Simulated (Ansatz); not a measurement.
**Si2NH6Cl (SMILES N[SiH]([SiH3])Cl) at BCCD(T)/6-31G(d) (spherical functions)**

Aim: the vertical singlet–triplet gap of Si2NH6Cl at BCCD(T)/6-31G* (spherical functions), from 2 runs. 

Program for the calculation: Ansatz 0.2.0.

68 further runs of the same task are left out: 2 that didn't finish, 66 set aside as unsound or not needed.

### Step 1. Starting point

Si2NH6Cl has 10 atoms, charge 0, and is taken as a singlet. SMILES: `N[SiH]([SiH3])Cl`. Geometry: relaxed at PBE0-D4/def2-TZVP. This is one conformer, not always the lowest.

Bond lengths: N1–Si2 1.706 Å, Si2–Si3 2.336 Å, Si2–Cl4 2.083 Å, N1–H5 1.008 Å, N1–H6 1.008 Å, Si2–H7 1.482 Å, Si3–H8 1.486 Å, Si3–H9 1.489 Å, Si3–H10 1.488 Å. Some angles: N1–Si2–Si3 109.4°, N1–Si2–Cl4 114.5°, Si3–Si2–Cl4 106.1°, N1–Si2–H7 107.1°, Si3–Si2–H7 114.7°, Cl4–Si2–H7 105.1°, Si2–N1–H5 120.5°, Si2–N1–H6 120.3°, Si2–Si3–H8 110.2°, Si2–Si3–H9 108.8°.

### Step 2. A single-point energy at BCCD(T)/6-31G(d) (spherical functions)

Input file in.yaml:

```yaml
crystal:
  periodic: [false, false, false]
  atoms:
    - {symbol: "N", position_ang: [-0.500400, 1.640400, -0.476600]}
    - {symbol: Si, position_ang: [-0.088700, 0.024400, -0.834700]}
    - {symbol: Si, position_ang: [0.678000, -1.030800, 1.103600]}
    - {symbol: Cl, position_ang: [-1.669600, -1.135800, -1.538400]}
    - {symbol: H, position_ang: [-1.066800, 1.857300, 0.327900]}
    - {symbol: H, position_ang: [-0.657600, 2.302300, -1.220500]}
    - {symbol: H, position_ang: [0.889100, 0.060000, -1.948200]}
    - {symbol: H, position_ang: [0.872200, -2.482600, 0.855100]}
    - {symbol: H, position_ang: [-0.336100, -0.853800, 2.179500]}
    - {symbol: H, position_ang: [1.962900, -0.432600, 1.555400]}
basis:
  gaussian: {orbitals: 6-31G_st_-spherical.json}
correlation: {method: bccd_t, frozen_orbitals: {Cl: 5, H: 0, "N": 1, Si: 5}}
accuracy: high
scf: {omitted_lower_state_checks: [cluster_reference, increment]}
```

The basis set 6-31G* is read from a file made from the Basis Set Exchange's data (not shown).

Launch:

```sh
$ ansatz run in.yaml --threads 1 --pin off --max-ram 3480MiB --events-out events.jsonl --progress --plain --runs-dir runs
```

The log of the run, shortened:

```text
Warning: RAYON_NUM_THREADS=1 ignored (pool sized by the plan → 1); use --threads N
Functional definition: HF
  name "HF"
[...]
1819 factors; integrals over basis functions are off by at most 3.5e-9 eV
[...]
mean field -29805.27364730 eV, -1095.3236037982 hartree, gradient 1.9e-8 eV, S^2 0.000000; 0 other end points of the search recorded, 0 dependent functions left out
16 core orbitals not correlated: weight in the atoms' cores, before any rotation towards them, 1.000 or more for the frozen orbitals, at most 0.000 for the correlated occupied ones
reference -29805.27364730 eV, -1095.3236037982 hartree; 13, 13 occupied and 51, 51 virtual orbitals, 1819 factors
second order -12.13989195 eV of doubles, -0.00000000 eV of singles
cycle   1  -13.15996592 eV  change    -1.0e0 eV  update   8.6e-2
[...]
cycle  20  -13.60287365 eV  change   2.2e-10 eV  update   2.3e-9
perturbative correction -0.34538935 eV, -0.0126928245 hartree
Total energy: -29819.22191030 eV, -1095.8361930090 hartree
Checks for a lower state left out: cluster_reference, increment
```

Run time: 18 s. Hardware: 1 thread of Arm Neoverse V1, shared host; peak memory 0.45 GiB.

### Step 3. The triplet

Input file run.yaml:

```yaml
crystal:
  periodic: [false, false, false]
  atoms:
    - {symbol: N, position_ang: [-0.500400, 1.640400, -0.476600]}
    - {symbol: Si, position_ang: [-0.088700, 0.024400, -0.834700]}
    - {symbol: Si, position_ang: [0.678000, -1.030800, 1.103600]}
    - {symbol: Cl, position_ang: [-1.669600, -1.135800, -1.538400]}
    - {symbol: H, position_ang: [-1.066800, 1.857300, 0.327900]}
    - {symbol: H, position_ang: [-0.657600, 2.302300, -1.220500]}
    - {symbol: H, position_ang: [0.889100, 0.060000, -1.948200]}
    - {symbol: H, position_ang: [0.872200, -2.482600, 0.855100]}
    - {symbol: H, position_ang: [-0.336100, -0.853800, 2.179500]}
    - {symbol: H, position_ang: [1.962900, -0.432600, 1.555400]}
basis:
  gaussian: {orbitals: 6-31G_st_-spherical.json}
correlation: {method: bccd_t, frozen_orbitals: {Cl: 5, H: 0, "N": 1, Si: 5}}
magnetization: {spin_polarized: true, initial_magnetization: 2}
scf: {omitted_lower_state_checks: [cluster_reference, increment]}
accuracy: high
```

The basis set 6-31G* is read from a file made from the Basis Set Exchange's data (not shown).

Launch:

```sh
$ ansatz run run.yaml --threads 1 --pin off --max-ram 3480MiB --events-out events.jsonl --progress --plain --runs-dir runs
```

The log of the run, shortened:

```text
Warning: RAYON_NUM_THREADS=1 ignored (pool sized by the plan → 1); use --threads N
[... 2 set-up lines as earlier in the session ...]
[...]
1819 factors; integrals over basis functions are off by at most 3.5e-9 eV
[...]
mean field -29798.87550836 eV, -1095.0884765289 hartree, gradient 2.4e-8 eV, S^2 2.012170; 17 other end points of the search recorded, 0 dependent functions left out
16 core orbitals not correlated: weight in the atoms' cores, before any rotation towards them, 1.000 or more for the frozen orbitals, at most 0.000 for the correlated occupied ones
reference -29798.87550836 eV, -1095.0884765289 hartree; 14, 12 occupied and 50, 52 virtual orbitals, 1819 factors
second order -11.55105041 eV of doubles, -0.00000000 eV of singles
cycle   1  -12.71763721 eV  change    -1.2e0 eV  update   9.4e-2
[...]
cycle  45  -13.20052485 eV  change  -5.9e-10 eV  update   2.4e-9
perturbative correction -0.44457555 eV, -0.0163378501 hartree
Total energy: -29812.52060875 eV, -1095.5899247195 hartree
Checks for a lower state left out: cluster_reference, increment
```

Wall time 1.9 min (1 thread of Arm Neoverse V1, shared host); peak memory 0.83 GiB.

### Step 4. Summary of results

Level: BCCD(T)/6-31G* (spherical functions), 16 core orbitals frozen.

```
                                             quantity           value
                                singlet: total energy  -1095.83619 Eh
singlet: correlation energy (16 core orbitals frozen)      -512.6 mEh
                              singlet: (T) correction      -12.69 mEh
                                triplet: total energy  -1095.58992 Eh
triplet: correlation energy (16 core orbitals frozen)      -501.4 mEh
                              triplet: (T) correction      -16.34 mEh
           triplet: ⟨S²⟩ of the reference determinant           2.012
     vertical energy of the triplet above the singlet        6.701 eV
```

**Reading.** At this shape the triplet lies 6.70 eV (647 kJ/mol) above the singlet. The triples (singlet) make up 2.5 % of the correlation energy. The triples (triplet) make up 3.3 % of the correlation energy.
